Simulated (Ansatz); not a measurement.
# TiCo: the cost of one run

Program: Ansatz 0.2.0. Level of theory: DFT PBEsol, scalar-relativistic, plane waves, PAW. These are calculated values, not measurements.

2 further runs of the same task are left out: 2 set aside as unsound or not needed.

## (1) Starting point

The structure is cubic, space group Pm-3m (No. 221). The conventional cell has a = 2.986 Å, b = 2.986 Å, c = 2.986 Å, α = 90.00°, β = 90.00°, γ = 90.00°. Ti (site symmetry m-3m) is surrounded by 8 Co at 2.59 Å. Around Co (site symmetry m-3m) lie 8 Ti at 2.59 Å.

Structure file:

```cif
data_structure
_symmetry_space_group_name_H-M 'Pm-3m'
_symmetry_Int_Tables_number 221
_cell_length_a 2.9856
_cell_length_b 2.9856
_cell_length_c 2.9856
_cell_angle_alpha 90.000
_cell_angle_beta 90.000
_cell_angle_gamma 90.000
_cell_volume 26.61
loop_
_atom_site_label
_atom_site_type_symbol
_atom_site_symmetry_multiplicity
_atom_site_Wyckoff_symbol
_atom_site_fract_x
_atom_site_fract_y
_atom_site_fract_z
_atom_site_occupancy
Ti1 Ti 1 a 0.00000 0.00000 0.00000 1
Co1 Co 1 b 0.50000 0.50000 0.50000 1
```

It goes back to an entry of the Materials Project, which need not be the stable form.

This cell was relaxed beforehand with the same method: volume 13.31 Å³/atom, gap on the mesh none (metal), site moments up to 1.0 μB.

## (2) Relaxing with PBEsol

File input.yaml:

```yaml
crystal:
  lattice:
    - [2.9855872876, 0.0, 0.0]
    - [0.0, 2.9855872876, 0.0]
    - [0.0, 0.0, 2.9855872876]
  atoms:
    - { symbol: Ti, position: [0.0, 0.0, 0.0] }
    - { symbol: Co, position: [0.5, 0.5, 0.5], spin: 1.09 }
basis:
  ecutwfc: 420
kpoints:
  mp_grid: { grid: [14, 14, 14] }
hamiltonian:
  xc: pbesol
scf:
  occupations: { method: gaussian, width: 0.1 }
output:
  forces: true
  stress: true
  eigenvalues: true
  populations: true
magnetization:
  spin_polarized: true
relax:
  adjacent_minimum: "off"
  f_tol: 0.005
  max_steps: 50
  cell: { stress_tol: 0.05 }
```

On the command line:

```bash
ansatz run input.yaml --threads 1 --pin off --max-ram 2560MiB --backend cpu --events-out ev --progress --plain --runs-dir out
```

Q: Estimate wall time and peak memory on 1 thread of AMD EPYC 9R45 (Zen 5), shared host.

About 19 s, with a peak of 0.48 GiB.
